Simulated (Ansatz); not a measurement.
# HNO (nitroxyl) at r2SCAN/def2-TZVPPD

What is the electronic atomisation energy of HNO (nitroxyl) at r2SCAN/def2-TZVPPD? 

Program for the calculation: Ansatz 0.2.0.

60 further runs of the same task are left out: 60 set aside as unsound or not needed.

### Step 1. The system as given

HNO: 3 atoms, total charge 0, spin state singlet. As SMILES, `N=O`. The coordinates come from a PBE0-D4/def2-TZVP relaxation.

Bond lengths: N1–O2 1.190 Å, N1–H3 1.063 Å. Angles: O2–N1–H3 108.9°.

### Step 2. A single-point energy at r2SCAN/def2-TZVPPD

input.yaml

```yaml
crystal:
  periodic: [false, false, false]
  atoms:
    - {symbol: N, position_ang: [-0.283700, 0.312790, -0.117160]}
    - {symbol: O, position_ang: [0.755300, 0.397200, 0.456500]}
    - {symbol: H, position_ang: [-0.471600, -0.709980, -0.339350]}
basis:
  gaussian: {orbitals: def2-TZVPPD.json}
hamiltonian: {xc: {name: r2SCAN}}
output: {orbitals: {seedname: orbitals}}
accuracy: high
```

The basis set def2-TZVPPD is read from a file made from the Basis Set Exchange's data (not shown).

Command:

```console
$ ansatz run input.yaml --threads 1 --pin off --max-ram 3480MiB --events-out events.jsonl --progress --plain --runs-dir runs
```

The program printed:

```text
Warning: RAYON_NUM_THREADS=1 ignored (pool sized by the plan → 1); use --threads N
Functional definition: r2SCAN
  name "r2SCAN"
  parameter k0 = 0.174
  parameter k1 = 0.065
  parameter a1 = 4.9479
  exchange = r2scan_x(k0 = k0, k1 = k1, a1 = a1)
  correlation = r2scan_c
1451 factors; integrals over basis functions are off by at most 3.5e-9 eV
mean field evaluation 1: about -3548.4252 eV, gradient 3.0e1 eV
mean field evaluation 2: about -3546.9696 eV, gradient 4.0e1 eV
mean field evaluation 4: about -3550.0085 eV, gradient 2.7e0 eV
mean field evaluation 8: about -3550.0233 eV, gradient 5.9e-2 eV
mean field evaluation 16: about -3550.0233 eV, gradient 1.2e-6 eV
mean field -3550.02330168 eV, -130.4609500444 hartree, gradient 2.2e-8 eV, S^2 0.000000; 0 other end points of the search recorded, 0 dependent functions left out
reference -3550.02330269 eV, -130.4609500817 hartree; 8, 8 occupied and 86, 86 virtual orbitals, 1451 factors
Total energy: -3550.02330269 eV, -130.4609500817 hartree
```

Run time: 5.1 s. Hardware: 1 thread of Arm Neoverse V2, shared host; peak memory 0.19 GiB.

### Step 3. The H atom, same level

run.yaml

```yaml
crystal:
  periodic: [false, false, false]
  atoms:
    - {symbol: H, position_ang: [0.000000, 0.000000, 0.000000]}
basis:
  gaussian:
    orbitals: def2-TZVPPD.json
magnetization:
  spin_polarized: true
  initial_magnetization: 1
hamiltonian:
  xc: r2scan
accuracy: high
```

The basis set def2-TZVPPD is read from a file made from the Basis Set Exchange's data (not shown).

Run the same way, it converges to -0.49993 Eh (log not shown).

### Step 4. The N atom at the same level

molecule.yaml

```yaml
crystal:
  periodic: [false, false, false]
  atoms:
    - {symbol: "N", position_ang: [0.000000, 0.000000, 0.000000]}
basis:
  gaussian: {orbitals: def2-TZVPPD.json}
magnetization: {spin_polarized: true, initial_magnetization: 3}
hamiltonian: {xc: r2scan}
accuracy: high
```

The basis set def2-TZVPPD is read from a file made from the Basis Set Exchange's data (not shown).

Run the same way, it converges to -54.58108 Eh (log not shown).

### Step 5. The O atom, same level

input.yaml

```yaml
crystal:
  periodic: [false, false, false]
  atoms:
    - symbol: O
      position_ang: [0.000000, 0.000000, 0.000000]
basis:
  gaussian:
    orbitals: def2-TZVPPD.json
magnetization:
  spin_polarized: true
  initial_magnetization: 2
hamiltonian:
  xc: {name: r2SCAN}
accuracy: high
```

The basis set def2-TZVPPD is read from a file made from the Basis Set Exchange's data (not shown).

Run the same way, it converges to -75.05928 Eh (log not shown).

### Step 6. What came out

At r2SCAN/def2-TZVPPD:

```
                     quantity          value
       molecule: total energy  -130.46095 Eh
        molecule: HOMO energy       -5.73 eV
        molecule: LUMO energy       -4.05 eV
      molecule: HOMO–LUMO gap        1.68 eV
         H atom: total energy    -0.49993 Eh
                 H atom: ⟨S²⟩          0.750
         N atom: total energy   -54.58108 Eh
                 N atom: ⟨S²⟩          3.755
         O atom: total energy   -75.05928 Eh
                 O atom: ⟨S²⟩          2.006
electronic atomisation energy       8.726 eV
```

**Reading.** Taking the molecule apart into free atoms costs 8.73 eV (201 kcal/mol), before zero-point energy and without spin-orbit coupling.
